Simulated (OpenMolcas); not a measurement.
# B97-D (no dispersion term)/aug-cc-pVTZ run of GaF (SMILES [F][Ga]), part 2 of 2

OpenMolcas 26.06. The steps go on from the part before.

### Step 3. The doublet anion at the same level

Input file coord.xyz:

```xyz
2

F      0.000000     0.000000     0.000000
Ga     0.000000     0.000000     1.799150
```

Input file job.input:

```
* FGa Kohn-Sham DFT

&gateway
 baslib=$CurrDir
 coord=coord.xyz
 basis=aug-cc-pVTZ
 group=NoSym

&seward

&scf
 uhf
 charge=-1
 spin=2
 ksdft=GGA_XC_B97_D
 thresholds=1e-06 0.001 0.001 0.01
 prorbitals=1 1

&alaska
```

The basis set aug-cc-pVTZ is read from a file made from the Basis Set Exchange's data (not shown).

Run with:

```sh
$ export MOLCAS_MEM=1860
$ pymolcas job.input > job.log
```

Output:

```text
--- Start Module: gateway ---

                                              &GATEWAY

                       available to each process: 1.9 GB of memory, 1 thread

 Basis Set     1 Label: F.AUG-CC-PVTZ
 Basis set is read from library:.
 basistype.tbl is not found

 Basis Set     2 Label: GA.AUG-CC-PVTZ
 Basis set is read from library:.
 basistype.tbl is not found

++    Symmetry information:
      ---------------------

                    Character Table for C1

                             E
                    a        1  x, y, xy, Rz, z, xz, Ry, yz, Rx, I
--

++    Basis set information:
      ----------------------

      Basis set label: F.AUG-CC-PVTZ.........

      Electronic valence basis set:
      ------------------
      Associated Effective Charge   9.000000 au
      Associated Actual Charge      9.000000 au
      Nuclear Model: Point charge

      Shell  nPrim  nBasis  Cartesian Spherical Contaminant
         s      11       5        X
         p       6       4        X
         d       3       3                 X
         f       2       2                 X

      Basis set label: GA.AUG-CC-PVTZ.........

      Electronic valence basis set:
      ------------------
      Associated Effective Charge  31.000000 au
      Associated Actual Charge     31.000000 au
      Nuclear Model: Point charge

      Shell  nPrim  nBasis  Cartesian Spherical Contaminant
         s      21       7        X
         p      14       6        X
         d      10       4                 X
         f       2       2                 X
--

++    Molecular structure info:
      -------------------------

                    ************************************************
                    **** Cartesian Coordinates / bohr, angstrom ****
                    ************************************************

     Center  Label                x              y              z                     x              y              z
        1      F1               0.000000       0.000000       0.000000              0.000000       0.000000       0.000000
        2      GA2              0.000000       0.000000       3.399901              0.000000       0.000000       1.799150
--

            Nuclear Potential Energy             82.06121877 au

--- Stop Module: gateway /rc=_RC_ALL_IS_WELL_ ---

--- Start Module: seward ---

                                              &SEWARD

                       available to each process: 1.9 GB of memory, 1 thread

               SEWARD will generate:
                  Multipole Moment integrals up to order  2
                  Kinetic Energy integrals
                  Nuclear Attraction integrals (point charge)
                  One-Electron Hamiltonian integrals
                  Velocity integrals
                  Orbital angular momentum around (  0.0000   0.0000   2.6653 )
                  Velocity quadrupole around (  0.0000   0.0000   2.6653 )
                  Two-Electron Repulsion integrals

                   Integrals are discarded if absolute value <: 1.00E-14
                   Integral cutoff threshold is set to       <: 1.00E-16

            Nuclear Potential Energy             82.06121877 au

      Basis set specifications :
      Symmetry species         a
      Basis functions          105

--- Stop Module: seward /rc=_RC_ALL_IS_WELL_ ---
--- Module seward spent 2 seconds ---

--- Start Module: scf ---

                                                &SCF

                       available to each process: 1.9 GB of memory, 1 thread

 ###############################################################################
 ###    WARNING:  Find_Functional: Dispersion corrections are                ###
 ###    not implemented!                                                     ###
 ###############################################################################
          Functional=GGA_XC_B97_D
++    Input section:
      --------------

      Header of the integral files:

      Cartesian coordinates in angstrom:
      -----------------------------------------------------
      No.  Label        X            Y            Z
      -----------------------------------------------------
       1   F1         0.00000000   0.00000000   0.00000000
       2   GA2        0.00000000   0.00000000   1.79915000
      -----------------------------------------------------
      Nuclear repulsion energy =   82.06121877
--

++    Orbital specifications:
      -----------------------

      Symmetry species               1
                                     a
      Frozen orbitals                0
      Start temperature = 0.500
      End temperature   = 0.010
      Temperature Factor= 0.460
      Deleted orbitals               0
      Total number of orbitals     105
      Number of basis functions    105
--

      Molecular charge                          -1.000

      Numerical integration parameters
      --------------------------------
      Radial quadrature type:                         MHL
      Size of radial grid:                            75
      Lebedev angular grid:                           29
      Angular grid pruned with the crowding factor:  3.00E+00
                                 and fading factor:  6.00E+00
      Screening threshold for integral computation:   1.00E-11
      Radial quadrature accuracy:                     1.00E-25
      Maximum batch size:                             128
      AO values are stored on disk
      The same grid will be used for all iterations.

[... 31 lines left out ...]
++ Convergence information
                               UHF [...]      iterations: Energy and convergence statistics
[... 20 lines left out ...]
       Convergence after  16 Iterations
[... 3 lines left out ...]
 *                                             SCF/KS-DFT Program, Final results                                             *
 *                                                       Final Results                                                       *
[... 97 lines left out ...]
      Total electronic charge=   41.000000

      Total            charge=   -1.000000
--

++    Molecular orbitals:
      -------------------

      Title: Natural orbitals

      Molecular orbitals for symmetry species 1: a

          Orbital            1         2         3         4         5         6         7         8         9        10
          Energy         -370.6827  -45.2571  -40.1429  -40.1417  -40.1399  -23.9952   -5.0971   -3.4395   -3.4285   -3.4345
          Occ. No.          2.0000    2.0000    2.0000    2.0000    2.0000    2.0000    2.0000    2.0000    2.0000    2.0000

          Orbital           11        12        13        14        15        16        17        18        19        20
          Energy           -0.6336   -0.5688   -0.7935   -0.5290   -0.5654   -0.5703   -0.1480   -0.2535   -0.1452   -0.0806
          Occ. No.          2.0000    2.0000    2.0000    2.0000    2.0000    2.0000    2.0000    2.0000    1.9999    1.9990

          Orbital           21        22        23        24        25        26        27        28        29        30
          Energy            0.0996    0.3953    0.3812    0.5094    0.5135    0.6794    0.7926    0.9510    1.4719    0.8583
          Occ. No.          1.0000    0.0010    0.0001    0.0000    0.0000    0.0000    0.0000    0.0000    0.0000    0.0000

          Orbital           31        32        33        34        35        36        37        38        39        40
          Energy            1.3125    0.6045    0.5096    0.9143    2.2941    8.8730    1.3677    1.7232    1.4417    0.4883
          Occ. No.          0.0000    0.0000    0.0000    0.0000    0.0000    0.0000    0.0000    0.0000    0.0000    0.0000

          Orbital           41        42        43        44        45        46        47        48        49        50
          Energy            1.4146    0.6806    0.5968    0.3548    0.3254    0.2112    0.6135    0.5297    2.0920    0.5210
          Occ. No.          0.0000    0.0000    0.0000    0.0000    0.0000    0.0000    0.0000    0.0000    0.0000    0.0000

          Orbital           51        52        53        54        55        56        57        58        59        60
          Energy            0.4955    1.9078    1.0432    1.1559    0.4293    0.9227    7.5820    0.4938    0.7988    4.1772
          Occ. No.          0.0000    0.0000    0.0000    0.0000    0.0000    0.0000    0.0000    0.0000    0.0000    0.0000

          Orbital           61        62        63        64        65        66        67        68        69        70
          Energy            0.7536    8.3105    1.0678    0.9279    2.5959    0.6842    2.6462    2.2516    2.4188    7.8595
          Occ. No.          0.0000    0.0000    0.0000    0.0000    0.0000    0.0000    0.0000    0.0000    0.0000    0.0000

          Orbital           71        72        73        74        75        76        77        78        79        80
          Energy            1.1205    0.5210    5.4588    2.6418    1.6810    4.9034    3.1610    8.1282    8.0864    0.5598
          Occ. No.          0.0000    0.0000    0.0000    0.0000    0.0000    0.0000    0.0000    0.0000    0.0000    0.0000

          Orbital           81        82        83        84        85        86        87        88        89        90
          Energy            0.9808    8.7711    2.7644    8.8891    8.3598    2.6865    8.5484    4.9164    2.7823    1.3609
          Occ. No.          0.0000    0.0000    0.0000    0.0000    0.0000    0.0000    0.0000    0.0000    0.0000    0.0000

          Orbital           91        92        93        94        95        96        97
          Energy            8.5889    0.9810    3.2087    8.8960    2.8954    1.2032    8.4175
          Occ. No.          0.0000    0.0000    0.0000    0.0000    0.0000    0.0000    0.0000

--

++    Molecular properties:
      ---------------------

      Charge (e):
                      =   -1.0000
      Dipole Moment (debye):
      Origin of the operator (angstrom)=    0.0000    0.0000    1.4104
                   X=  5.4240E-14               Y= -8.1375E-15               Z= -7.7174E-01           Total=  7.7174E-01
      Center of Charge (angstrom)
                     X=   -0.00000000               Y=    0.00000000               Z=    1.57106622
      Quadrupole Moment (debye*angstrom):
      Origin of the operator (angstrom)=    0.0000    0.0000    1.4104
                  XX= -5.1431E+01              XY=  8.4662E-01              XZ=  1.9376E-14              YY= -3.0334E+01
                  YZ= -3.9792E-15              ZZ= -3.9142E+01
      In traceless form (debye*angstrom)
                  XX= -1.6693E+01              XY=  1.2699E+00              XZ=  2.9065E-14              YY=  1.4953E+01
                  YZ= -5.9688E-15              ZZ=  1.7403E+00
--

--- Stop Module: scf /rc=_RC_ALL_IS_WELL_ ---
--- Module scf spent 9 seconds ---

--- Start Module: alaska ---

                                              &ALASKA

                       available to each process: 1.9 GB of memory, 1 thread

                     Threshold for contributions to the gradient: 1.000E-07

                    ********************************************
                    * Symmetry Adapted Cartesian Displacements *
                    ********************************************

           Irreducible representation : a
           Basis function(s) of irrep: x, y, xy, Rz, z, xz, Ry, yz, Rx, I

 Basis Label        Type   Center Phase
   1   F1           x         1     1
   2   F1           y         1     1
   3   F1           z         1     1
   4   GA2          x         2     1
   5   GA2          y         2     1
   6   GA2          z         2     1

                     No automatic utilization of translational and rotational invariance of the energy is employed.

 ###############################################################################
 ###    WARNING:  Find_Functional: Dispersion corrections are                ###
 ###    not implemented!                                                     ###
 ###############################################################################
          Functional=GGA_XC_B97_D
 Rotational correction to the DFT gradient is turned off due to close-to-degeneracy problems!

 DFT contribution computed for a moving grid.

 Conventional ERI gradients!

 **************************************************
 *              Molecular gradients               *
 **************************************************

  Irreducible representation: a
 ------------------------------------------------------------------------------------------
                              X                       Y                       Z
 ------------------------------------------------------------------------------------------
  F1               -9.33943770274218E-16    2.84809397177874E-14    2.19140879055750E-02
  GA2               9.21800705942387E-16   -2.84874449308224E-14   -2.19140879055892E-02
 ------------------------------------------------------------------------------------------

--- Stop Module: alaska /rc=_RC_ALL_IS_WELL_ ---
--- Module alaska spent 5 seconds ---

.##################.
.# Happy landing! #.
.##################.

    Timing: Wall=17.97 User=15.65 System=2.30
```

Run time: 18 s. Hardware: 1 thread of Arm Neoverse V1, shared host; peak memory 0.6 GiB.

### Step 4. Summary of results

What follows sums up all 2 parts.

At B97-D (no dispersion term)/aug-cc-pVTZ:

| quantity | value |
| --- | --- |
| singlet GaF: total energy | -2025.73009 Eh |
| singlet GaF: dipole moment | 2.29 D |
| singlet GaF: HOMO energy | -6.85 eV |
| singlet GaF: LUMO energy | -2.19 eV |
| singlet GaF: HOMO–LUMO gap | 4.66 eV |
| singlet GaF: largest force on an atom | 0.218 eV/Å |
| doublet anion: total energy | -2025.72383 Eh |
| doublet anion: HOMO energy (highest over α and β) | 1.98 eV |
| doublet anion: LUMO energy (lowest over α and β) | 2.27 eV |
| doublet anion: ⟨S²⟩ | 0.752 |
| doublet anion: largest force on an atom | 1.127 eV/Å |
| vertical electron affinity (to the doublet anion) | -0.170 eV |

In words: The anion lies 0.17 eV (16.4 kJ/mol) above the neutral: the electron isn't bound at this level, and such a value depends on the basis. The HOMO (doublet anion) lies at positive energy, 1.98 eV; only total energies tell whether the electron is bound.
